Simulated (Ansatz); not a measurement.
Working through vertical spin-state energies of AlBFH5Si, SMILES F[B]([AlH2])[SiH3]

Program: Ansatz 0.2.0 through its Python package.

Notebook, run cell by cell (the value of a cell's last expression is shown):

In [1]:
```python
import ansatz as az
from ase import Atoms

BASIS_SET = "def2-TZVPP"
FUNCTIONAL = "cam_b3lyp"
```

In [2]:
```python
atoms = Atoms(["F", "B", "Al", "Si", "H", "H", "H", "H", "H"], positions=[
    (1.3457, -1.3153, -1.2957),
    (0.476, -0.386, -0.5146),
    (0.3937, 1.6367, -0.9536),
    (-0.4976, -1.0744, 0.9528),
    (1.2923, 2.212, -2.1669),
    (-0.4804, 2.6249, -0.0583),
    (-1.9677, -0.8013, 0.7189),
    (-0.3279, -2.5205, 1.05),
    (-0.1458, -0.4226, 2.2504),
])
mol = az.Crystal.molecule_from_ase(atoms)
```

In [3]:
```python
calc = mol.calculation()
calc = calc.basis(gaussian=BASIS_SET)
calc = calc.functional(FUNCTIONAL).scf(lower_state_search="standard")
found = {}
for unpaired in [0, 2]:
    rep = calc.spin("collinear", total=unpaired).run(threads=1).report
    s = unpaired / 2
    found[unpaired] = rep["free_energy_ev"]
    print(f"2S+1 = {unpaired + 1}: E = {found[unpaired]:.5f} eV, <S^2> = {abs(rep['mean_field']['state']['spin_squared']):.3f} (pure state {s * (s + 1):.2f})")
lowest = min(found, key=found.get)
for unpaired, e in found.items():
    print(f"multiplicity {unpaired + 1}: {23.060548 * (e - found[lowest]):.1f} kcal/mol above the lowest")
```
```text
2S+1 = 1: E = -17949.20598 eV, <S^2> = 0.000 (pure state 0.00)
2S+1 = 3: E = -17947.51857 eV, <S^2> = 2.007 (pure state 2.00)
multiplicity 1: 0.0 kcal/mol above the lowest
multiplicity 3: 38.9 kcal/mol above the lowest
```

In order: multiplicity 1 (+0.00 eV) and multiplicity 3 (+1.69 eV), all at the one geometry.

Notes:
- These settings explore the input space; basis and method may be short of convergence.
- The geometry is a force-field or estimated start, not a minimum of this method, and the basis set is short of its limit. All parts are taken at fixed geometry, without zero-point energy.
- Run time: 36 s on 1 thread of Arm Neoverse V2, with other jobs on the host, peak memory 0.75 GiB.
